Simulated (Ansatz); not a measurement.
# Zn2HO4: the cost of one run

All numbers below are computed with Ansatz 0.2.0 (DFT, PBE, no spin polarisation, plane waves, PAW).

### 1 The structure

Symmetry: I4/mmm, No. 139, tetragonal system. Conventional cell: a = 3.350 Å, b = 3.350 Å, c = 10.161 Å, α = 90.00°, β = 90.00°, γ = 90.00°. Zn (site symmetry 4mm) has 4 O at 1.96 Å as nearest neighbours. H (site symmetry 4/mmm) has 4 O at 1.67 Å as nearest neighbours. O (site symmetry -4m2) is surrounded by 4 Zn at 1.96 Å. O (site symmetry mmm) has 2 H at 1.67 Å as nearest neighbours.

Its coordinates follow in the input file.

The first density is read from a saved solution for the starting cell.

### 2 The walk to rest

input.yaml

```yaml
crystal:
  lattice:
    - [0.0, 3.349756, 0.0]
    - [3.349756, 0.0, 0.0]
    - [1.674878, 1.674878, -5.080606]
  atoms:
    - { symbol: Zn, position: [0.35, 0.35, 0.3] }
    - { symbol: Zn, position: [0.65, 0.65, 0.7] }
    - { symbol: H, position: [0.0, 0.0, 0.0] }
    - { symbol: O, position: [0.75, 0.25, 0.5] }
    - { symbol: O, position: [0.25, 0.75, 0.5] }
    - { symbol: O, position: [0.5, 0.0, 0.0] }
    - { symbol: O, position: [0.0, 0.5, 0.0] }
  symmetry: { tolerance: 0.0003 }
kpoints:
  mp_grid: { grid: [6, 6, 6], shift: [0, 0, 0] }
magnetization:
  spin_polarized: false
scf:
  occupations: { method: fermi_dirac }
  lower_state_search: "off"
hamiltonian:
  pseudopotentials: { kind: paw }
  xc: pbe
basis:
  ecutwfc: 420
  fft_grid_basis: typed
relax:
  max_steps: 40
  cell: { p_target: 0.0 }
output:
  forces: true
  stress: true
  eigenvalues: true
  bader: true
  populations: true
  elf: true
  write_potential: true
  volumetric_format: npy
  dos:
    e_range: [-12, 8]
    de: 0.05
    projected: { site_lists: { H: [H], O: [O], Zn: [Zn] } }
  write_density: true
checkpoint:
  read: saved_state
```

The run is started by

```sh
ansatz run input.yaml --threads 2 --pin off --max-ram 3584MiB --backend cpu --events-out ev --progress --plain --runs-dir out
```

Q: Estimate wall time and peak memory on 2 threads of an Arm CPU, shared host.

About 53 s, with a peak of 0.38 GiB.
